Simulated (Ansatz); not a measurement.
# Ca2Si3Ag: a short molecular-dynamics run

What does Ca2Si3Ag do over 8 steps of 2 fs under a Langevin thermostat and barostat at 1200 K and 10 GPa? The cell is a randomly packed cell of 12 atoms, taken as it stands, without a relaxation.

Program: Ansatz 0.2.0. Level of theory: DFT PBE, plane waves, PAW, scalar-relativistic, no spin polarisation. These are calculated values, not measurements.

## 1. The structure to begin with

The cell holds 12 atoms (Ag2Ca4Si6): a = 7.407 Å, b = 7.459 Å, c = 5.900 Å, α = 94.09°, β = 79.23°, γ = 67.33°.

Coordinates:

```cif
data_structure
_symmetry_space_group_name_H-M 'P 1'
_symmetry_Int_Tables_number 1
_cell_length_a 7.4071
_cell_length_b 7.4591
_cell_length_c 5.8999
_cell_angle_alpha 94.091
_cell_angle_beta 79.227
_cell_angle_gamma 67.334
_cell_volume 291.77
loop_
_atom_site_label
_atom_site_type_symbol
_atom_site_fract_x
_atom_site_fract_y
_atom_site_fract_z
_atom_site_occupancy
Ca1 Ca 0.06725 0.42895 0.05194 1
Ca2 Ca 0.83332 0.60162 0.62256 1
Ca3 Ca 0.42343 0.08818 0.60412 1
Ca4 Ca 0.56137 0.59364 0.14478 1
Si1 Si 0.01599 0.16808 0.54221 1
Si2 Si 0.82780 0.99069 0.75942 1
Si3 Si 0.56551 0.98274 0.09357 1
Si4 Si 0.23027 0.99763 0.03583 1
Si5 Si 0.62936 0.33891 0.70186 1
Si6 Si 0.33458 0.73711 0.64977 1
Ag1 Ag 0.09063 0.79469 0.33782 1
Ag2 Ag 0.81576 0.15458 0.19747 1
```

## 2. Molecular dynamics

input.yaml reads:

```yaml
crystal:
  lattice:
    - [7.347063, 0.660582, 0.670273]
    - [2.369471, 6.987459, -1.094812]
    - [0.55111, 0.283125, 5.867278]
  atoms:
    - { symbol: Ca, position: [0.067251, 0.428949, 0.051943] }
    - { symbol: Ca, position: [0.833324, 0.601625, 0.622556] }
    - { symbol: Ca, position: [0.423433, 0.088184, 0.604116] }
    - { symbol: Ca, position: [0.561373, 0.593639, 0.144776] }
    - { symbol: Si, position: [0.015991, 0.16808, 0.542214] }
    - { symbol: Si, position: [0.827803, 0.990691, 0.75942] }
    - { symbol: Si, position: [0.565505, 0.982744, 0.093569] }
    - { symbol: Si, position: [0.230268, 0.997631, 0.035826] }
    - { symbol: Si, position: [0.629361, 0.338913, 0.701863] }
    - { symbol: Si, position: [0.334577, 0.737114, 0.649769] }
    - { symbol: Ag, position: [0.090627, 0.794693, 0.337823] }
    - { symbol: Ag, position: [0.815756, 0.154583, 0.197466] }
kpoints:
  mp_grid: { grid: [2, 2, 3] }
magnetization:
  spin_polarized: false
scf:
  occupations: { method: methfessel_paxton, width: 1.0 }
  max_iter: 60
hamiltonian:
  pseudopotentials: { kind: paw }
  xc: pbe
basis:
  ecutwfc: 420
md:
  timestep: 2.0
  n_steps: 8
  ensemble: npt_langevin
  temperature: 1200.0
  initial_velocities: maxwell_boltzmann
  seed: 89688
  pressure: 10.0
```

On the command line:

```sh
$ ansatz run input.yaml --threads 2 --pin off --max-ram 2560MiB --backend cpu --events-out ev --progress --plain --runs-dir out
```

What does the calculation give? Wanted: temperature, first and last step; temperature, second half; potential energy, second half; largest change of the conserved energy; volume, first and last step; mean square displacement, second half.

As calculated:

| quantity | value |
| --- | --- |
| length | 8 steps of 2 fs |
| temperature, first and last step | 1100 and 587 K |
| temperature, second half | mean 785 K, from 587 to 891 K |
| potential energy, second half | +29 meV/atom from the start |
| largest change of the conserved energy | 0.09 meV/atom |
| volume, first and last step | 24.31 and 23.92 Å³/atom |
| mean square displacement, second half | Si 0.013, Ca 0.007, Ag 0.004 Å² |

**Reading.** Against a set 1200 K the second half averages 785 K, going from 854 to 587 K over that half; 29 meV/atom has gone into potential energy, and a thermostat that acts over some 100 fs has not made it up in 16 fs. The conserved energy strays from its start by at most 0.09 meV/atom, under 0.1 % of the mean kinetic energy, which is good for a step of 2 fs. Over the second half Si atoms stand 0.1 Å (root mean square) from where they began, and the farthest move is 0.2 Å. The volume changes by -1.6 % from first to last step, and is still moving at the end, so it is no equilibrium value. The input holds a fault (a smearing of electronvolts), so its numbers are no property of the system. Averages from a run of 16 fs with 12 atoms are rough. The k-mesh is coarse.
